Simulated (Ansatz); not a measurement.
**doublet WCl4O+ at 6 levels**

We compute a comparison of 6 runs (U-r2SCAN/def2-SVP, U-revPBE/def2-SVP, UCAM-B3LYP/def2-SVP, USVWN5/def2-SVP, UMP2/def2-SVP, UCCSD(T)/def2-SVP) of doublet WCl4O+. 

Program for the calculation: Ansatz 0.2.0.

### 1 The molecule

The species is WCl4O+ (6 atoms), meant as a doublet with charge +1. As SMILES of the parent species, `O=[W](Cl)(Cl)(Cl)Cl`. The shape is that of a PBE0-D4/def2-TZVP optimisation. That shape belongs to the parent species and isn't relaxed for this state.

Bond lengths: O1–W2 1.668 Å, W2–Cl3 2.287 Å, W2–Cl4 2.287 Å, W2–Cl5 2.287 Å, W2–Cl6 2.287 Å. Angles: O1–W2–Cl3 104.0°, O1–W2–Cl4 103.9°, O1–W2–Cl5 103.9°, O1–W2–Cl6 103.9°, Cl3–W2–Cl4 152.1°, Cl3–W2–Cl5 86.7°, Cl3–W2–Cl6 86.7°, Cl4–W2–Cl5 86.7°, Cl4–W2–Cl6 86.7°, Cl5–W2–Cl6 152.1°.

### 2 A single-point energy at U-r2SCAN/def2-SVP (core potential) (run 1)

Contents of input.yaml:

```yaml
crystal:
  periodic: [false, false, false]
  atoms:
    - {symbol: O, position_ang: [-0.010050, -1.747150, 0.186510]}
    - {symbol: W, position_ang: [-0.000510, -0.089070, 0.009510]}
    - {symbol: Cl, position_ang: [1.915280, 0.567920, 1.072290]}
    - {symbol: Cl, position_ang: [-1.910010, 0.350500, -1.170330]}
    - {symbol: Cl, position_ang: [1.129180, 0.249450, -1.950250]}
    - {symbol: Cl, position_ang: [-1.123900, 0.668360, 1.852270]}
basis:
  gaussian: {orbitals: def2-SVP}
total_charge: 1
magnetization: {spin_polarized: true, initial_magnetization: 1}
hamiltonian: {xc: r2scan}
accuracy: high
output: {orbitals: {seedname: orbitals}}
```

Launch:

```console
ansatz run input.yaml --threads 1 --pin off --max-ram 3480MiB --events-out events.jsonl --progress --plain --runs-dir runs
```

Output:

```text
Warning: RAYON_NUM_THREADS=1 ignored (pool sized by the plan → 1); use --threads N
Functional definition: r2SCAN
  name "r2SCAN"
  parameter k0 = 0.174
  parameter k1 = 0.065
  parameter a1 = 4.9479
  exchange = r2scan_x(k0 = k0, k1 = k1, a1 = a1)
  correlation = r2scan_c
2462 factors; integrals over basis functions are off by at most 9.1e-9 eV
mean field evaluation 1: about -53927.7278 eV, gradient 5.4e1 eV
mean field evaluation 2: about -53715.8792 eV, gradient 1.7e2 eV
mean field evaluation 4: about -53934.3790 eV, gradient 3.1e1 eV
mean field evaluation 8: about -53939.2131 eV, gradient 1.4e0 eV
mean field evaluation 16: about -53939.2229 eV, gradient 3.5e-3 eV
mean field evaluation 32: about -53939.2229 eV, gradient 6.9e-8 eV
mean field evaluation 64: about -53938.6712 eV, gradient 8.7e-1 eV
mean field -53939.22286193 eV, -1982.2298788575 hartree, gradient 6.9e-8 eV, S^2 0.757125; 4 other end points of the search recorded, 0 dependent functions left out
reference -53939.22286956 eV, -1982.2298791380 hartree; 45, 44 occupied and 73, 74 virtual orbitals, 2462 factors
Total energy: -53939.22286956 eV, -1982.2298791380 hartree
```

It took 3 min on 1 thread of Arm Neoverse V2, shared host; peak memory 0.81 GiB.

### 3 The energy at U-revPBE/def2-SVP (core potential) (run 2)

Contents of molecule.yaml:

```yaml
basis:
  gaussian: {orbitals: def2-SVP}
crystal:
  periodic: [false, false, false]
  atoms:
    - {symbol: O, position_ang: [-0.010050, -1.747150, 0.186510]}
    - {symbol: W, position_ang: [-0.000510, -0.089070, 0.009510]}
    - {symbol: Cl, position_ang: [1.915280, 0.567920, 1.072290]}
    - {symbol: Cl, position_ang: [-1.910010, 0.350500, -1.170330]}
    - {symbol: Cl, position_ang: [1.129180, 0.249450, -1.950250]}
    - {symbol: Cl, position_ang: [-1.123900, 0.668360, 1.852270]}
total_charge: 1
magnetization: {spin_polarized: true, initial_magnetization: 1}
hamiltonian: {xc: {name: revPBE}}
accuracy: high
output: {orbitals: {seedname: orbitals}}
```

Launch:

```console
ansatz run molecule.yaml --threads 1 --pin off --max-ram 3480MiB --events-out events.jsonl --progress --plain --runs-dir runs
```

Output:

```text
Warning: RAYON_NUM_THREADS=1 ignored (pool sized by the plan → 1); use --threads N
Functional definition: revPBE
  name "revPBE"
  parameter kappa = 1.245
  parameter beta = 0.06672455060314922
  exchange = pbe_x(kappa = kappa, mu = beta*pi^2/3)
  correlation = pbe_c(beta = beta)
2462 factors; integrals over basis functions are off by at most 9.1e-9 eV
mean field evaluation 1: about -53921.9702 eV, gradient 5.7e1 eV
mean field evaluation 2: about -53697.4309 eV, gradient 1.7e2 eV
mean field evaluation 4: about -53922.9661 eV, gradient 5.0e1 eV
mean field evaluation 8: about -53934.6387 eV, gradient 1.2e0 eV
mean field evaluation 16: about -53934.6404 eV, gradient 1.4e-3 eV
mean field evaluation 32: about -53933.8512 eV, gradient 4.8e0 eV
mean field evaluation 64: about -53934.4453 eV, gradient 4.7e0 eV
mean field -53934.64041408 eV, -1982.0614770051 hartree, gradient 9.9e-8 eV, S^2 0.753974; 6 other end points of the search recorded, 0 dependent functions left out
reference -53934.64042149 eV, -1982.0614772774 hartree; 45, 44 occupied and 73, 74 virtual orbitals, 2462 factors
Total energy: -53934.64042149 eV, -1982.0614772774 hartree
```

Wall time 68 s (1 thread of Arm Neoverse V2, shared host); peak memory 0.52 GiB.

Runs 3 to 5 aren't shown in full; the table further down has their settings and results.

### 4 A single-point energy at UCCSD(T)/def2-SVP (core potential) (run 6)

Contents of job.yaml:

```yaml
basis:
  gaussian:
    orbitals: def2-SVP
crystal:
  periodic: [false, false, false]
  atoms:
    - {symbol: O, position_ang: [-0.010050, -1.747150, 0.186510]}
    - {symbol: W, position_ang: [-0.000510, -0.089070, 0.009510]}
    - {symbol: Cl, position_ang: [1.915280, 0.567920, 1.072290]}
    - {symbol: Cl, position_ang: [-1.910010, 0.350500, -1.170330]}
    - {symbol: Cl, position_ang: [1.129180, 0.249450, -1.950250]}
    - {symbol: Cl, position_ang: [-1.123900, 0.668360, 1.852270]}
total_charge: 1
magnetization:
  spin_polarized: true
  initial_magnetization: 1
correlation:
  method: ccsd_t
  frozen_orbitals: {Cl: 5, O: 1, W: 0}
accuracy: high
scf:
  omitted_lower_state_checks: [cluster_reference, increment]
```

Launch:

```console
ansatz run job.yaml --threads 1 --pin off --max-ram 3480MiB --events-out events.jsonl --progress --plain --runs-dir runs
```

Output:

```text
Warning: RAYON_NUM_THREADS=1 ignored (pool sized by the plan → 1); use --threads N
[... 24 lines left out ...]
21 core orbitals not correlated: weight in the atoms' cores, before any rotation towards them, 1.000 or more for the frozen orbitals, at most 0.000 for the correlated occupied ones
[... 44 lines left out ...]
Total energy: -53865.49511424 eV, -1979.5204341043 hartree
Checks for a lower state left out: cluster_reference, increment
```

Wall time 13 min (1 thread of Arm Neoverse V2, shared host); peak memory 2.4 GiB.

### 5 The series

| run | level | frozen core orbitals | energy (Eh) | HOMO energy (eV) | LUMO energy (eV) | ⟨S²⟩ | wall time |
| --- | --- | --- | --- | --- | --- | --- | --- |
| 1 | U-r2SCAN/def2-SVP (core potential) | – | -1982.229879 | -14.15 | -13.41 | 0.757 | 3 min |
| 2 | U-revPBE/def2-SVP (core potential) | – | -1982.061477 | -13.63 | -13.06 | 0.754 | 68 s |
| 3 | UCAM-B3LYP/def2-SVP (core potential) | – | -1982.262226 | -15.63 | -12.21 | 0.764 | 92 s |
| 4 | USVWN5/def2-SVP (core potential) | – | -1975.811449 | -13.73 | -13.29 | 0.752 | 84 s |
| 5 | UMP2/def2-SVP (core potential) | 21 | -1979.484994 | – | – | 0.795 | 2.9 min |
| 6 | UCCSD(T)/def2-SVP (core potential) | 21 | -1979.520434 | – | – | 0.795 | 13 min |

### 6 What came out

| quantity | value |
| --- | --- |
| run 6: total energy | -1979.52043 Eh |
| run 6: correlation energy (21 core orbitals frozen) | -1162.9 mEh |
| run 6: (T) correction | -60.67 mEh |
| run 6: ⟨S²⟩ of the reference determinant | 0.795 |
| run 6: T1 diagnostic | 0.048 |

Totals of different functionals can't be ranked against each other. All runs together took 23 min, the longest 13 min.
